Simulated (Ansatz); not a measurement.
# SiGeH₄ (singlet): the correlation ladder at a displaced geometry (v2), cc-pVDZ

One table from this session's results is given with a row withheld; the runs are named, their logs left out.

The runs use Ansatz 0.2.0, Gaussian basis; cc-pVDZ, core rule «outside noble gas», up to 19 orbitals frozen.

Plan: UHF; CCSD(T) on RHF; CCSD(T) on UHF; BCCD(T) on RHF; CISD; CCSDT(Q) on RHF; CASSCF and MRCISD+Q, 8 electrons in 8 orbitals; CASSCF and NEVPT2, 8 electrons in 8 orbitals.

9 further runs of the same task are left out: 3 that didn't finish, 6 set aside as unsound or not needed.

### The system

The geometry is a PBE0/def2-TZVP stationary point (not a proven minimum) with its atoms shifted at random (size 0.100 Å). No spin-orbit coupling is included. The filled d shell of Ge may be among the frozen orbitals whatever the setting's name suggests; the logs give the count.

6 atoms, charge 0, spin multiplicity 1.

Atoms are counted from 1 here; the program's logs count them from 0.

Bond lengths: Si1–Ge2 2.424 Å, Si1–H3 1.505 Å, Ge2–H4 1.620 Å, Ge2–H5 1.577 Å, Ge2–H6 1.382 Å. Angles: Ge2–Si1–H3 88.5°, Si1–Ge2–H4 112.0°, Si1–Ge2–H5 109.1°, Si1–Ge2–H6 119.8°, H4–Ge2–H5 97.9°, H4–Ge2–H6 110.5°, H5–Ge2–H6 105.0°.

Set-up of the first run:

Input file in.yaml:

```yaml
crystal:
  periodic: [false, false, false]
  atoms:
    - {symbol: Si, position_ang: [0.115368, -0.096190, 1.762187]}
    - {symbol: Ge, position_ang: [-0.048988, 0.018480, -0.653459]}
    - {symbol: H, position_ang: [0.029801, 1.405478, 1.800618]}
    - {symbol: H, position_ang: [0.079390, -1.443486, -1.339239]}
    - {symbol: H, position_ang: [1.277671, 0.646267, -1.230827]}
    - {symbol: H, position_ang: [-1.071067, 0.740181, -1.239261]}
basis:
  gaussian: {orbitals: cc-pVDZ}
magnetization: {spin_polarized: true, initial_magnetization: 0}
hamiltonian: {xc: hf}
output: {orbitals: {seedname: orbitals}}
```

Command:

```console
$ ansatz run in.yaml --threads 1 --pin off --events-out ev --progress --plain --max-ram 2393MiB
```

Steps of the session up to this table: UHF; CCSD(T) on RHF; CCSD(T) on UHF; BCCD(T) on RHF; CISD; CCSDT(Q) on RHF; CASSCF and MRCISD+Q, 8 electrons in 8 orbitals; CASSCF and NEVPT2, 8 electrons in 8 orbitals.

One of the session's tables, all rows but one given; the rest of the session is left out.

It belongs to the step «Misses and costs». 

| method | from RCCSDT(Q) (kJ/mol) |
| --- | --- |
| RHF | +624.4 |
| UHF | +614.2 |
| RMP2 | +144.2 |
| UMP2 | +157.9 |
| CISD | +78.0 |
| RCCSD | +19.4 |
| UCCSD | ? |
| RCCSD(T) | +3.9 |
| UCCSD(T) | +4.8 |
| BCCD(T) | +3.9 |
| RCCSDT | +0.8 |
| RCCSDT(Q) | 0 |

Q: Estimate the row for UCCSD from the others.

**Answer.** from RCCSDT(Q) (kJ/mol): +20.6. In the column «from RCCSDT(Q) (kJ/mol)» it lies between RCCSD (+19.4) and CISD (+78.0).

Not comparable, so not listed: CASSCF and NEVPT2, 8 electrons in 8 orbitals (they don't share determinant, frozen orbitals or solution with the rows shown, or repeat one).

Limits of these values: Left out of the table: CASSCF frontier, MRCISD frontier, MRCISD+Q frontier (the active space lost an orbital or holds another state than full CI finds). Warnings: restricted reference is unstable; spin contamination. Restricted and unrestricted rows rest on different reference determinants; where their highest levels disagree by more than a few hundredths of an eV, they describe different states and don't form one ladder. Warnings in the runs' records: passed over end.
